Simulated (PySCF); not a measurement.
**CH4BF2OP: electronic excitations at several levels of theory**

How much do the electronic excitations of CH4BF2OP (`FC(F)OBP`) depend on the level of theory, and what does each level cost?

Programs: PySCF 2.14.0, with density-fitted response routines of our own. Each step states its level of theory. These are calculated values for one molecule in the gas phase, unless marked as measured. Atoms count from 0, in the outputs and in this text.

### Step 1. The starting structure

10 atoms, charge 0, multiplicity 1; geometry from: GFN2-xTB. The atoms were then displaced at random by about 0.01 Å, so the start is not that level's minimum.

Bonds of the start (Å): F0–C1 1.33, C1–F2 1.36, C1–O3 1.36, O3–B4 1.32, B4–P5 1.90, C1–H6 1.11, B4–H7 1.17, P5–H8 1.39, P5–H9 1.38.

### Step 2. Relaxing the molecule at PBE0-D3(BJ)/def2-SVP

What the job is given:

```
{"job": {"xc": "PBE0", "basis": "def2-SVP", "d3": "d3bj", "grid": 1, "shake": 0.01, "kind": "geom"}, "charge": 0, "multiplicity": 1}
F     -2.515600    -0.571630     0.608480
C     -1.341490     0.036120     0.785820
F     -1.318790     1.066190    -0.102280
O     -0.334210    -0.864800     0.596680
B      0.692200    -0.852180    -0.236670
P      1.164730     0.569050    -1.410320
H     -1.309550     0.464890     1.808870
H      1.305980    -1.848550    -0.227310
H      1.175740     1.621410    -0.495540
H      2.531420     0.358570    -1.348780
```

Command:

```
$ OMP_NUM_THREADS=1 python probes_run.py task.json out
```

One launch serves the whole session: the jobs run in the order shown.

The log of the run:

```text
step   0  E = -680.81832491  max force = 0.038315
step   1  E = -680.82247720  max force = 0.008819
step   2  E = -680.82270153  max force = 0.003299
step   3  E = -680.82269386  max force = 0.001814
step   4  E = -680.82274874  max force = 0.000629
step   5  E = -680.82276815  max force = 0.000317
step   6  E = -680.82277738  max force = 0.000377
optimisation converged
```

Wall time 26 s (1 thread of Arm Neoverse V2, shared host); peak memory 0.44 GiB.

Step by step:

```csv
step,energy from step 0 (eV),largest force component (eV/Å)
0,0.0000,1.9702
1,-0.1130,0.4535
2,-0.1191,0.1696
3,-0.1189,0.0933
4,-0.1204,0.0323
5,-0.1209,0.0163
6,-0.1212,0.0194
```

Distances of close pairs at the start and the end, largest changes first:

```csv
bond,before (Å),after (Å),change (Å)
O3–B4,1.322,1.364,+0.042
P5–H9,1.384,1.423,+0.039
B4–H7,1.170,1.208,+0.038
P5–H8,1.394,1.420,+0.026
C1–F2,1.360,1.344,-0.016
B4–P5,1.903,1.911,+0.008
C1–H6,1.110,1.103,-0.007
C1–O3,1.365,1.360,-0.005
```

The end geometry stands in the next job.

```csv
at the end point,value
point group (found at 0.08 Å tolerance),C1
"rotational constants (GHz, main isotopes)","6.119, 1.661, 1.414"
dipole moment (D),2.04
```

### Step 3. Ultraviolet spectrum: PBE0/def2-TZVP

What the job is given:

```
{"job": {"kind": "uv", "xc": "PBE0", "basis": "def2-TZVP"}, "charge": 0, "multiplicity": 1}
F     -2.534879    -0.518845     0.529530
C     -1.360272     0.033601     0.841407
F     -1.221661     1.139831     0.091132
O     -0.378844    -0.875944     0.598923
B      0.688183    -0.839296    -0.250413
P      1.189843     0.558133    -1.453698
H     -1.360159     0.320502     1.905981
H      1.306081    -1.876317    -0.298876
H      1.128316     1.702277    -0.614764
H      2.592607     0.335707    -1.366290
```

Level: TDDFT PBE0/def2-TZVP, vertical, gas phase, core orbitals frozen in the response.

The log of the run:

```text
coarse grid: 9536 points
cycle   1  E = -681.2082610278  dE =  7.967e-01  |g| = 8.686e-01  |ddm| = 2.385e+00
cycle   2  E = -681.0878833229  dE =  1.204e-01  |g| = 1.252e+00  |ddm| = 9.332e-01
cycle   3  E = -681.3298259010  dE = -2.419e-01  |g| = 5.726e-02  |ddm| = 5.474e-01
cycle   4  E = -681.3300511920  dE = -2.253e-04  |g| = 5.097e-02  |ddm| = 6.472e-02
cycle   5  E = -681.3305121826  dE = -4.610e-04  |g| = 8.323e-03  |ddm| = 2.785e-02
cycle   6  E = -681.3305227455  dE = -1.056e-05  |g| = 2.705e-03  |ddm| = 6.944e-03
cycle   7  E = -681.3305239733  dE = -1.228e-06  |g| = 2.943e-04  |ddm| = 1.854e-03
final grid: 90248 points
cycle   8  E = -681.3352197323  dE = -6.906e-05  |g| = 7.328e-03  |ddm| = 4.352e-02
cycle   9  E = -681.3352147168  dE =  5.016e-06  |g| = 9.091e-03  |ddm| = 8.301e-03
cycle  10  E = -681.3352288254  dE = -1.411e-05  |g| = 1.127e-03  |ddm| = 4.540e-03
cycle  11  E = -681.3352290286  dE = -2.032e-07  |g| = 3.333e-04  |ddm| = 8.655e-04
cycle  12  E = -681.3352290504  dE = -2.176e-08  |g| = 1.232e-04  |ddm| = 2.613e-04
cycle  13  E = -681.3352290527  dE = -2.331e-09  |g| = 2.419e-05  |ddm| = 6.754e-05
cycle  14  E = -681.3352290528  dE = -1.137e-10  |g| = 4.319e-06  |ddm| = 2.006e-05
converged SCF energy = -681.3352290528

Static polarisability (au): isotropic 57.646, principal 46.335 56.651 69.951

Singlet excitations
state   eV       nm        f      main configurations
  1   5.2827    234.7   0.06423   H->L 0.90
  2   6.5752    188.6   0.03772   H-1->L 0.85
  3   6.8178    181.9   0.05328   H->L+1 0.89
  4   7.1615    173.1   0.08225   H->L+2 0.95
  5   7.8765    157.4   0.14619   H->L+3 0.75, H->L+4 0.11
  6   8.0471    154.1   0.01138   H-2->L 0.83
  7   8.3832    147.9   0.06344   H->L+4 0.76, H->L+3 0.09
  8   8.6746    142.9   0.02768   H-3->L 0.70, H-1->L+1 0.19
  9   8.6961    142.6   0.10696   H-1->L+1 0.63, H-3->L 0.19
 10   8.9054    139.2   0.01927   H-1->L+2 0.56, H->L+5 0.31

Triplet excitations (Tamm-Dancoff, eV): 4.1834 5.7359 5.8839 6.3960
```

Wall time 28 s (1 thread of Arm Neoverse V2, shared host); peak memory 0.88 GiB.

Frontier orbitals and where they lie:

```csv
orbital,eV,atoms
HOMO−3,-10.92,"O3 30 %, P5 18 %, B4 11 %"
HOMO−2,-10.48,"P5 26 %, H9 16 %, O3 12 %"
HOMO−1,-9.21,"P5 33 %, B4 27 %, O3 14 %"
HOMO,-7.49,"P5 73 %, B4 16 %, O3 4 %"
LUMO,-1.07,"B4 62 %, P5 20 %, O3 8 %"
LUMO+1,0.76,"P5 53 %, H9 20 %, B4 15 %"
LUMO+2,0.96,"P5 30 %, B4 26 %, H8 21 %"
```

With each of the 10 states as a Gaussian band of 0.4 eV half-width at 1/e, the curve within the window shown has maxima at 235 nm (ε 2,600), 178 nm (ε 5,100), 156 nm (ε 7,200), 145 nm (ε 7,800) L/(mol cm). Beyond the last state computed it falls off for lack of states. The curve at chosen wavelengths:

(nm, ε (L/mol/cm)): (135, 1531), (140, 5766), (145, 7795), (151, 6790), (156, 7203), (161, 5946), (166, 4219), (171, 4398), (177, 5116), (182, 4834), (187, 3876), (192, 2591), (197, 1414), (203, 549), (208, 315), (213, 454), (218, 909), (223, 1568), (229, 2306), (234, 2592), (239, 2477), (244, 2051), (249, 1498), (255, 888), (260, 517), (265, 277)

Ground-state properties from the same run:

```csv
property,computed
dipole moment (D),1.90
polarisability (Å³),8.54
HOMO–LUMO gap (eV),6.43
−ε(HOMO) (eV),7.49
```

### Step 4. Ultraviolet spectrum: PBE0/aug-cc-pVDZ

Same as in step 3 but for these lines:

```diff
@@ -1,2 +1,2 @@
-{"job": {"kind": "uv", "xc": "PBE0", "basis": "def2-TZVP"}, "charge": 0, "multiplicity": 1}
+{"job": {"kind": "uv", "xc": "PBE0", "basis": "aug-cc-pVDZ"}, "charge": 0, "multiplicity": 1}
 F     -2.534879    -0.518845     0.529530
```

Level: TDDFT PBE0/aug-cc-pVDZ, vertical, gas phase, core orbitals frozen in the response.

The log of the run:

```text
coarse grid: 9536 points
cycle   1  E = -681.1020503215  dE =  8.255e-01  |g| = 7.943e-01  |ddm| = 6.551e+00
cycle   2  E = -680.9984659966  dE =  1.036e-01  |g| = 1.132e+00  |ddm| = 2.368e+00
cycle   3  E = -681.2135987607  dE = -2.151e-01  |g| = 5.846e-02  |ddm| = 1.363e+00
cycle   4  E = -681.2139794401  dE = -3.807e-04  |g| = 4.363e-02  |ddm| = 1.438e-01
cycle   5  E = -681.2143418859  dE = -3.624e-04  |g| = 8.786e-03  |ddm| = 5.805e-02
cycle   6  E = -681.2143550616  dE = -1.318e-05  |g| = 1.805e-03  |ddm| = 1.459e-02
cycle   7  E = -681.2143557510  dE = -6.894e-07  |g| = 2.630e-04  |ddm| = 3.458e-03
final grid: 90248 points
cycle   8  E = -681.2241304925  dE = -2.881e-05  |g| = 6.897e-03  |ddm| = 8.727e-02
cycle   9  E = -681.2241249649  dE =  5.528e-06  |g| = 9.056e-03  |ddm| = 2.418e-02
cycle  10  E = -681.2241401602  dE = -1.520e-05  |g| = 6.031e-04  |ddm| = 1.229e-02
cycle  11  E = -681.2241402387  dE = -7.855e-08  |g| = 2.316e-04  |ddm| = 1.617e-03
cycle  12  E = -681.2241402502  dE = -1.148e-08  |g| = 8.913e-05  |ddm| = 4.117e-04
cycle  13  E = -681.2241402516  dE = -1.332e-09  |g| = 1.898e-05  |ddm| = 1.120e-04
cycle  14  E = -681.2241402516  dE = -8.299e-11  |g| = 3.864e-06  |ddm| = 3.334e-05
converged SCF energy = -681.2241402516

Static polarisability (au): isotropic 62.058, principal 51.599 60.560 74.014

Singlet excitations
state   eV       nm        f      main configurations
  1   5.2696    235.3   0.06453   H->L 0.91
  2   6.3433    195.5   0.06717   H->L+1 0.90
  3   6.5609    189.0   0.02783   H-1->L 0.78, H->L+3 0.10
  4   6.7395    184.0   0.06590   H->L+3 0.38, H->L+2 0.32, H->L+4 0.10
  5   7.0512    175.8   0.05389   H->L+2 0.51, H->L+3 0.38
  6   7.1932    172.4   0.05163   H->L+4 0.51, H->L+6 0.21, H->L+5 0.12
  7   7.4881    165.6   0.03058   H->L+6 0.55, H->L+4 0.28
  8   7.5310    164.6   0.05494   H->L+5 0.76, H->L+6 0.12
  9   7.7856    159.2   0.00847   H->L+7 0.89
 10   8.0297    154.4   0.00699   H-2->L 0.85

Triplet excitations (Tamm-Dancoff, eV): 4.2187 5.7967 5.9024 6.0796
```

Wall time 22 s (1 thread of Arm Neoverse V2, shared host); peak memory 0.79 GiB.

Key values: HOMO -7.50 eV, LUMO -1.10 eV; lowest singlet 5.27 eV.

### Step 5. Excited states and response: PBE0/def2-TZVPD

Same as in step 4 but for these lines:

```diff
@@ -1,2 +1,2 @@
-{"job": {"kind": "uv", "xc": "PBE0", "basis": "aug-cc-pVDZ"}, "charge": 0, "multiplicity": 1}
+{"job": {"kind": "uv", "xc": "PBE0", "basis": "def2-TZVPD"}, "charge": 0, "multiplicity": 1}
 F     -2.534879    -0.518845     0.529530
```

With the program's defaults for keys left out, this is: TDDFT PBE0/def2-TZVPD, vertical, gas phase, core orbitals frozen in the response.

The log of the run:

```text
coarse grid: 9536 points
cycle   1  E = -681.2099976169  dE =  7.982e-01  |g| = 8.688e-01  |ddm| = 2.514e+00
cycle   2  E = -681.0883008145  dE =  1.217e-01  |g| = 1.256e+00  |ddm| = 1.298e+00
cycle   3  E = -681.3316063684  dE = -2.433e-01  |g| = 5.783e-02  |ddm| = 7.103e-01
cycle   4  E = -681.3318441860  dE = -2.378e-04  |g| = 5.079e-02  |ddm| = 7.794e-02
cycle   5  E = -681.3323039555  dE = -4.598e-04  |g| = 8.679e-03  |ddm| = 3.259e-02
cycle   6  E = -681.3323152187  dE = -1.126e-05  |g| = 2.790e-03  |ddm| = 8.285e-03
cycle   7  E = -681.3323165146  dE = -1.296e-06  |g| = 2.967e-04  |ddm| = 2.239e-03
final grid: 90248 points
cycle   8  E = -681.3370245012  dE = -7.157e-05  |g| = 7.346e-03  |ddm| = 1.199e-01
cycle   9  E = -681.3370194732  dE =  5.028e-06  |g| = 9.110e-03  |ddm| = 1.135e-02
cycle  10  E = -681.3370336336  dE = -1.416e-05  |g| = 1.136e-03  |ddm| = 5.688e-03
cycle  11  E = -681.3370338402  dE = -2.066e-07  |g| = 3.366e-04  |ddm| = 9.907e-04
cycle  12  E = -681.3370338625  dE = -2.223e-08  |g| = 1.254e-04  |ddm| = 3.161e-04
cycle  13  E = -681.3370338649  dE = -2.435e-09  |g| = 2.517e-05  |ddm| = 8.266e-05
cycle  14  E = -681.3370338650  dE = -1.219e-10  |g| = 4.458e-06  |ddm| = 2.273e-05
converged SCF energy = -681.3370338650

Static polarisability (au): isotropic 62.133, principal 51.723 60.698 73.978

Singlet excitations
state   eV       nm        f      main configurations
  1   5.2449    236.4   0.06364   H->L 0.91
  2   6.4808    191.3   0.06070   H->L+1 0.89
  3   6.5332    189.8   0.02710   H-1->L 0.80
  4   6.7419    183.9   0.08385   H->L+2 0.76, H-1->L 0.08
  5   7.3415    168.9   0.10257   H->L+5 0.55, H->L+4 0.26
  6   7.4164    167.2   0.05470   H->L+3 0.74, H->L+4 0.16
  7   7.6519    162.0   0.02284   H->L+4 0.51, H->L+5 0.35
  8   7.9913    155.1   0.01001   H-2->L 0.77, H->L+6 0.13
  9   8.0717    153.6   0.01237   H->L+6 0.78, H-2->L 0.13
 10   8.1751    151.7   0.00360   H->L+7 0.61, H-1->L+1 0.30

Triplet excitations (Tamm-Dancoff, eV): 4.1566 5.6898 5.8387 6.1032
```

Run time: 42 s. Hardware: 1 thread of Arm Neoverse V2, shared host; peak memory 1 GiB.

Key values: HOMO -7.51 eV, LUMO -1.12 eV; lowest singlet 5.24 eV.

### Step 6. TDDFT and polarisability: PBE0/6-31+G*

Same as in step 5 but for these lines:

```diff
@@ -1,2 +1,2 @@
-{"job": {"kind": "uv", "xc": "PBE0", "basis": "def2-TZVPD"}, "charge": 0, "multiplicity": 1}
+{"job": {"kind": "uv", "xc": "PBE0", "basis": "6-31+G*"}, "charge": 0, "multiplicity": 1}
 F     -2.534879    -0.518845     0.529530
```

Level: TDDFT PBE0/6-31+G*, vertical, gas phase, core orbitals frozen in the response.

The log of the run:

```text
coarse grid: 9536 points
cycle   1  E = -681.0843977361  dE =  8.126e-01  |g| = 7.795e-01  |ddm| = 2.938e+00
cycle   2  E = -680.9874548297  dE =  9.694e-02  |g| = 1.105e+00  |ddm| = 1.236e+00
cycle   3  E = -681.1949294698  dE = -2.075e-01  |g| = 5.736e-02  |ddm| = 7.183e-01
cycle   4  E = -681.1953528448  dE = -4.234e-04  |g| = 4.116e-02  |ddm| = 9.392e-02
cycle   5  E = -681.1956835338  dE = -3.307e-04  |g| = 8.940e-03  |ddm| = 3.422e-02
cycle   6  E = -681.1956978393  dE = -1.431e-05  |g| = 1.741e-03  |ddm| = 9.417e-03
cycle   7  E = -681.1956984909  dE = -6.516e-07  |g| = 2.161e-04  |ddm| = 1.996e-03
final grid: 90248 points
cycle   8  E = -681.1684761119  dE = -2.030e-05  |g| = 7.518e-03  |ddm| = 2.959e-02
cycle   9  E = -681.1684697689  dE =  6.343e-06  |g| = 9.849e-03  |ddm| = 1.317e-02
cycle  10  E = -681.1684876072  dE = -1.784e-05  |g| = 5.802e-04  |ddm| = 6.959e-03
cycle  11  E = -681.1684876921  dE = -8.486e-08  |g| = 1.687e-04  |ddm| = 9.231e-04
cycle  12  E = -681.1684876987  dE = -6.648e-09  |g| = 7.929e-05  |ddm| = 2.737e-04
cycle  13  E = -681.1684876999  dE = -1.120e-09  |g| = 1.744e-05  |ddm| = 6.473e-05
cycle  14  E = -681.1684876999  dE = -7.094e-11  |g| = 3.763e-06  |ddm| = 2.697e-05
converged SCF energy = -681.1684876999

Static polarisability (au): isotropic 56.777, principal 45.370 55.981 68.981

Singlet excitations
state   eV       nm        f      main configurations
  1   5.3381    232.3   0.07621   H->L 0.91
  2   6.4819    191.3   0.08164   H->L+1 0.92
  3   6.6603    186.2   0.03670   H-1->L 0.84
  4   6.9340    178.8   0.07652   H->L+2 0.43, H->L+3 0.38
  5   7.2594    170.8   0.06257   H->L+3 0.49, H->L+2 0.38
  6   7.4121    167.3   0.04857   H->L+4 0.73, H->L+6 0.13, H->L+2 0.10
  7   7.7418    160.1   0.07415   H->L+5 0.66, H->L+6 0.23
  8   7.8069    158.8   0.01399   H->L+6 0.54, H->L+5 0.24, H->L+4 0.11
  9   8.0977    153.1   0.00563   H->L+7 0.86
 10   8.2088    151.0   0.01138   H-2->L 0.85

Triplet excitations (Tamm-Dancoff, eV): 4.2942 5.9020 6.0017 6.1931
```

Wall time 12 s (1 thread of Arm Neoverse V2, shared host); peak memory 0.61 GiB.

In short: HOMO -7.50 eV, LUMO -1.07 eV; lowest singlet 5.34 eV.

### Step 7. Comparing the runs: electronic excitations

Excitations and ground-state properties, with basis size and wall time:

```csv
run,lowest singlet (eV),brightest (eV),f,gap (eV),α (Å³),μ (D),functions,time
PBE0/def2-TZVP,5.28,7.88,0.146,6.43,8.54,1.90,216,28 s
PBE0/aug-cc-pVDZ,5.27,6.34,0.067,6.41,9.20,1.93,178,22 s
PBE0/def2-TZVPD,5.24,7.34,0.103,6.39,9.21,1.88,273,42 s
PBE0/6-31+G*,5.34,6.48,0.082,6.44,8.41,2.12,120,12 s
```

### Step 8. What came out

| quantity | value |
| --- | --- |
| point group | C1 |
| rotational constants (main isotopes) | 6.12, 1.66, 1.41 GHz |
| lowest singlet (PBE0/def2-TZVP) | 5.28 eV (235 nm), f = 0.064 |
| brightest single state of those computed | state 5, 7.88 eV, f = 0.146 |
| lowest triplet | 4.18 eV |
| range of the lowest singlet | 5.24 to 5.34 eV |

Single values in the summary come from the first sound run of each kind (PBE0/def2-TZVP), which need not be the best level. The start of the PBE0/def2-SVP relaxation was shaken at random by about 0.01 Å, so part of the energy gained, and of the first lengths quoted, undoes that. Relaxing lowered the energy by 0.121 eV in 6 steps; the close pair that moved most is O3–B4, from 1.322 to 1.364 Å. The lowest singlet, at 5.28 eV, is HOMO→LUMO 0.90 and is bright; of the 10 states computed, the strongest absorption comes from state 5 at 7.88 eV. The lowest triplet lies 1.10 eV below the lowest singlet (triplets in Tamm-Dancoff, singlets in full TDDFT). At PBE0/def2-TZVP, states above −ε(HOMO) (7.49 eV) lie where TDDFT describes them poorly and they hang on the basis; the brightest is among them. The basis of PBE0/def2-TZVP has no diffuse functions, so Rydberg states are missing and the high states are unreliable. The lowest singlet runs from 5.24 eV (PBE0/def2-TZVPD) to 5.34 eV (PBE0/6-31+G*), while the orbital gap spans 6.39 to 6.44 eV. The lowest state need not be the same one in every run. The runs solved for a few states only, so the brightest column depends on that window.
